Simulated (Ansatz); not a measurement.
# AsBBrH3 (SMILES [AsH2]BBr): one structure at several levels

An exercise on one series of results from a longer session: the logs are not shown, and one member is left open.

Computed with Ansatz 0.2.0, Gaussian basis. Level: single points in def2-TZVPP.

Correlated methods freeze the cores. Filled d shells of the heavier atoms are correlated.

**The starting structure**

SMILES `[AsH2]BBr`, 6 atoms, charge 0, spin multiplicity 1.

Atoms are counted from 1 here; the program's logs count them from 0.

Bond lengths: As1–B2 2.015 Å, As1–H4 1.512 Å, As1–H5 1.507 Å, B2–Br3 1.878 Å, B2–H6 1.182 Å. Angles: B2–As1–H4 95.5°, B2–As1–H5 89.7°, H4–As1–H5 91.1°, As1–B2–Br3 124.1°, As1–B2–H6 119.8°, Br3–B2–H6 116.0°.

Geometry (Å):

```
atom    x (Å)    y (Å)    z (Å)
 As1  -1.2037   0.5169  -0.0749
  B2   0.5466  -0.1927   0.6272
 Br3   1.2656  -1.8654   0.1668
  H4  -1.2900  -0.4406  -1.2423
  H5  -0.4518   1.5176  -0.9145
  H6   1.1593   0.4352   1.4186
```

Set-up of the first run:

Contents of run/in.yaml:

```yaml
crystal:
  periodic: [false, false, false]
  atoms:
    - {symbol: As, position_ang: [-1.203700, 0.516900, -0.074900]}
    - {symbol: B, position_ang: [0.546600, -0.192700, 0.627200]}
    - {symbol: Br, position_ang: [1.265600, -1.865400, 0.166800]}
    - {symbol: H, position_ang: [-1.290000, -0.440600, -1.242300]}
    - {symbol: H, position_ang: [-0.451800, 1.517600, -0.914500]}
    - {symbol: H, position_ang: [1.159300, 0.435200, 1.418600]}
basis:
  gaussian: {orbitals: def2-TZVPP}
correlation: {method: ccsd_t}
output: {forces: true}
```

No record of the launch command was kept for these runs.

Steps of the session up to this table: CCSD(T)/def2-TZVPP; PBE0-D4/def2-TZVPP; wB97M-V/def2-TZVPP; r2SCAN-D4/def2-TZVPP; PBE-D4/def2-TZVPP; BHLYP-D4/def2-TZVPP; wB97X-V/def2-TZVPP.

One table of the session follows, with a row left open; its other results are not shown here.

| method | RMS force component (eV/Å) | angle to CCSD(T) forces (°) | dipole (D) |
| --- | --- | --- | --- |
| CCSD(T) | 0.173 | reference | 0.39 |
| PBE0-D4 | 0.166 | 22.2 | 0.43 |
| wB97M-V | 0.160 | 12.8 | 0.42 |
| r2SCAN-D4 | ? | ? | ? |
| PBE-D4 | 0.261 | 38.9 | 0.36 |
| BHLYP-D4 | 0.195 | 31.9 | 0.50 |
| wB97X-V | 0.176 | 13.5 | 0.46 |

Estimate the missing values for r2SCAN-D4.

The run gave: RMS force component (eV/Å): 0.183; angle to CCSD(T) forces (°): 15.1; dipole (D): 0.42. In the column «RMS force component (eV/Å)» it lies between wB97X-V (0.176) and BHLYP-D4 (0.195).
